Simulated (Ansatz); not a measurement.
**C5H3NS: up Jacob's ladder to CCSD(T)**

The task here is to estimate one member of a computed series from the others.

Program: Ansatz 0.2.0, Gaussian basis. Level of theory: functionals in def2-TZVPP, the program's frozen cores in correlated methods. These are calculated values, not measurements.

Plan: LDA (SPW92), PBE-D4, revPBE-D4, BLYP-D4, r2SCAN-D4, B97M-V, PBE0-D4, B3LYP-D4, r2SCANh-D4, r2SCAN0-D4, HSE06-D4, BHLYP-D4, CAM-B3LYP-D4, LC-ωPBE, ωB97X-V, ωB97M-V, B2PLYP, PBE-QIDH; CCSD(T)/def2-SVP; CCSD(T)/def2-TZVPP; MP2/def2-QZVPP; extrapolation to the limit; RPA on PBE.

## The geometry

All runs share one geometry, relaxed beforehand with PBE0-D4 in a triple-zeta def2 set.

SMILES `N#Cc1cccs1`, 10 atoms, charge 0, spin multiplicity 1.

Atoms are counted from 1 here; the program's logs count them from 0.

Bond lengths: N1–C2 1.153 Å, C2–C3 1.410 Å, C3–C4 1.373 Å, C3–S7 1.718 Å, C4–C5 1.408 Å, C4–H8 1.081 Å, C5–C6 1.367 Å, C5–H9 1.081 Å, C6–S7 1.698 Å, C6–H10 1.080 Å. Angles: N1–C2–C3 179.8°, C2–C3–C4 127.4°, C2–C3–S7 121.2°, C4–C3–S7 111.4°, C3–C4–C5 112.3°, C3–C4–H8 122.7°, C5–C4–H8 125.0°, C4–C5–C6 112.4°, C4–C5–H9 124.1°, C6–C5–H9 123.5°, C5–C6–S7 112.2°, C5–C6–H10 127.9°, S7–C6–H10 119.8°, C3–S7–C6 91.7°.

The first run:

Contents of in.yaml:

```yaml
crystal:
  periodic: [false, false, false]
  atoms:
    - {symbol: N, position_ang: [1.177307, -3.184206, 0.789525]}
    - {symbol: C, position_ang: [0.848870, -2.116605, 0.503531]}
    - {symbol: C, position_ang: [0.452099, -0.810426, 0.151732]}
    - {symbol: C, position_ang: [-0.778513, -0.231986, 0.342778]}
    - {symbol: C, position_ang: [-0.825176, 1.093148, -0.131266]}
    - {symbol: C, position_ang: [0.364117, 1.495870, -0.670750]}
    - {symbol: S, position_ang: [1.543708, 0.276395, -0.608315]}
    - {symbol: H, position_ang: [-1.604050, -0.753641, 0.806757]}
    - {symbol: H, position_ang: [-1.700632, 1.725361, -0.076934]}
    - {symbol: H, position_ang: [0.605269, 2.454889, -1.104057]}
basis:
  gaussian: {orbitals: def2-TZVPP}
hamiltonian: {xc: lda}
output: {orbitals: {seedname: orbitals}}
```

Command:

```console
ansatz run in.yaml --threads 4 --pin off --events-out ev --progress --plain --max-ram 10444MiB
```

Steps of the session up to this table: LDA; PBE-D4 (GGA); revPBE-D4 (GGA); BLYP-D4 (GGA); r2SCAN-D4 (meta-GGA); B97M-V (meta-GGA); PBE0-D4 (hybrid); B3LYP-D4 (hybrid); r2SCANh-D4 (hybrid); r2SCAN0-D4 (hybrid); HSE06-D4 (hybrid); BHLYP-D4 (hybrid); CAM-B3LYP-D4 (range-separated); LC-ωPBE (range-separated); ωB97X-V (range-separated); ωB97M-V (range-separated); B2PLYP (double hybrid); PBE-QIDH (double hybrid).

One of the session's tables, all rows but one given; the rest of the session is left out.

It belongs to the step «Orbital energies across the functionals». 

```
  functional  HOMO (eV)  LUMO (eV)  gap (eV)
 LDA (SPW92)      -6.71      -2.79      3.92
      PBE-D4      -6.49      -2.56      3.92
   revPBE-D4      -6.41      -2.48      3.93
     BLYP-D4      -6.29      -2.41      3.89
   r2SCAN-D4      -6.67      -2.47      4.20
      B97M-V      -6.62      -2.38      4.24
     PBE0-D4      -7.50      -1.76      5.74
    B3LYP-D4      -7.27      -1.94      5.34
  r2SCANh-D4      -7.06      -2.17      4.88
  r2SCAN0-D4      -7.63      -1.72      5.91
    HSE06-D4      -7.11      -2.13      4.98
    BHLYP-D4      -8.33      -0.80      7.53
CAM-B3LYP-D4      -8.70      -0.71      8.00
     LC-ωPBE     -10.01       0.28     10.29
     ωB97X-V      -9.63       0.29      9.92
     ωB97M-V          ?          ?         ?
```

**Question.** Estimate the row for ωB97M-V.

The run gave: HOMO (eV): -9.53; LUMO (eV): 0.27; gap (eV): 9.80. In the column «HOMO (eV)» it lies between ωB97X-V (-9.63) and CAM-B3LYP-D4 (-8.70).
